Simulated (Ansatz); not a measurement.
## Cu, space group I4/mmm: a band structure, step by step

Program: the Ansatz DFT code, driven from Python.

The cells in order, each with its output:

**Cell 1**
```python
import warnings

import ansatz as az
import numpy as np
```

**Cell 2**
```python
warnings.simplefilter("ignore", az.DeckWarning)
```

**Cell 3**
```python
crystal = (
    az.Lattice.of((-1.442793, 1.442793, 1.376081), (1.442793, -1.442793, 1.376081), (1.442793, 1.442793, -1.376081))
    .atom("Cu", (0.0, 0.0, 0.0))
)
```

**Cell 4**
```python
len(crystal.resolved().sites)
```
Output:
```text
1
```

**Cell 5**
```python
# vertices of the path, as fractions of the reciprocal vectors
path = [
    ("G", (0.0, 0.0, 0.0)),
    ("X", (0.0, 0.0, 0.5)),
    ("M", (-0.5, 0.5, 0.5)),
    ("G", (0.0, 0.0, 0.0)),
    ("Z", (0.47742, 0.47742, -0.47742)),
]
model = (
    crystal.calculation()
    .functional("pbesol")
    .kpoints(15, 15, 15)  # the mesh must be finer for metals
    .occupations("Fermi-Dirac", width=0.1)
    .band_structure([point for _, point in path], intervals=6)  # levels along the path at the converged density
    .scf(extra_bands=10)
)
done = model.run()
report = done.report
```

**Cell 6**
```python
sorted(key for key in report if key.endswith("_ev"))
```
Output:
```text
['eigenvalues_ev', 'energy_sigma0_ev', 'entropy_ts_ev', 'fermi_energy_ev', 'free_energy_ev',
 'gap_by_band_count_ev', 'harris_foulkes_ev', 'internal_energy_ev', 'lagrangian_above_aufbau_ev',
 'lagrangian_ev', 'lagrangian_sigma0_ev', 'loop_eigenvalues_ev', 'loop_fermi_energy_ev',
 'occupations_fermi_energy_ev', 'residual_norms_ev']
```

**Cell 7**
```python
report["n_iterations"], report["closed_by"]
```
Output:
```text
(6, 'deck_thresholds')
```

**Cell 8**
```python
report["n_electrons"]
```
Output:
```text
19.0
```

**Cell 9**
```python
for key in ("converged", "n_iterations", "n_electrons", "n_kpoints", "n_pw", "n_symmetry_ops", "free_energy_ev", "fermi_energy_ev"):
    print(f"{key:18s} {report[key]}")
```
Output:
```text
converged          True
n_iterations       6
n_electrons        19.0
n_kpoints          288
n_pw               225
n_symmetry_ops     16
free_energy_ev     -6588.742248548226
fermi_energy_ev    17.195584124593186
```

**Cell 10**
```python
bands = done.band_structure()
fermi = bands.fermi_energy_ev
print(f"zero of the bands: {fermi:.3f} eV, the Fermi level found on the SCF mesh")
for spin, channel in enumerate(bands.channels):
    levels = channel.eigenvalues_ev - fermi
    crossing = [b for b in range(levels.shape[1]) if levels[:, b].min() < 0 < levels[:, b].max()]
    print(f"channel {spin}: bands that cross the Fermi level on this path:", [b + 1 for b in crossing] or "none")
    shown = crossing or sorted(np.argsort(np.abs(levels).min(axis=0))[:2])
    for k, row in zip(bands.kpoints_frac, levels[:, shown]):
        print(f"{k[0]:7.3f} {k[1]:7.3f} {k[2]:7.3f}  ", " ".join(f"{e:8.3f}" for e in row))
```
Output:
```text
zero of the bands: 17.196 eV, the Fermi level found on the SCF mesh
channel 0: bands that cross the Fermi level on this path: [10]
  0.000   0.000   0.000     -1.950
  0.000   0.000   0.083     -1.955
  0.000   0.000   0.167     -1.967
  0.000   0.000   0.250     -1.978
  0.000   0.000   0.333     -1.782
  0.000   0.000   0.417     -1.428
  0.000   0.000   0.500     -0.938
 -0.083   0.083   0.500     -0.070
 -0.167   0.167   0.500      1.372
 -0.250   0.250   0.500      3.052
 -0.333   0.333   0.500      4.895
 -0.417   0.417   0.500      6.714
 -0.500   0.500   0.500      7.692
 -0.417   0.417   0.417      4.627
 -0.333   0.333   0.333      0.747
 -0.250   0.250   0.250     -1.366
 -0.167   0.167   0.167     -1.829
 -0.083   0.083   0.083     -1.937
  0.000   0.000   0.000     -1.950
  0.080   0.080  -0.080     -2.062
  0.159   0.159  -0.159     -1.787
  0.239   0.239  -0.239     -1.160
  0.318   0.318  -0.318      0.971
  0.398   0.398  -0.398      4.926
  0.477   0.477  -0.477      7.765
```

Absolute energies stand on the zero of these potentials, so only differences at equal settings mean something. A total without «per atom» is that of the cell as typed. For a metal this k-point mesh is coarse: on a finer one energies can move by several to tens of meV an atom and pressures by half a GPa or more, differences at one mesh by less. The zero of the levels is a convention of the potentials, so an absolute Fermi energy is no work function. A gap by band count of zero or less means overlapping bands, a metal, and at an odd count of electrons it is no gap at all. This isn't the structure that Cu takes at ambient conditions. Levels are Kohn-Sham eigenvalues on this mesh. It ran for 7.7 s on 1 thread of Arm Neoverse N1, with other jobs on the host, peak memory 0.38 GiB.
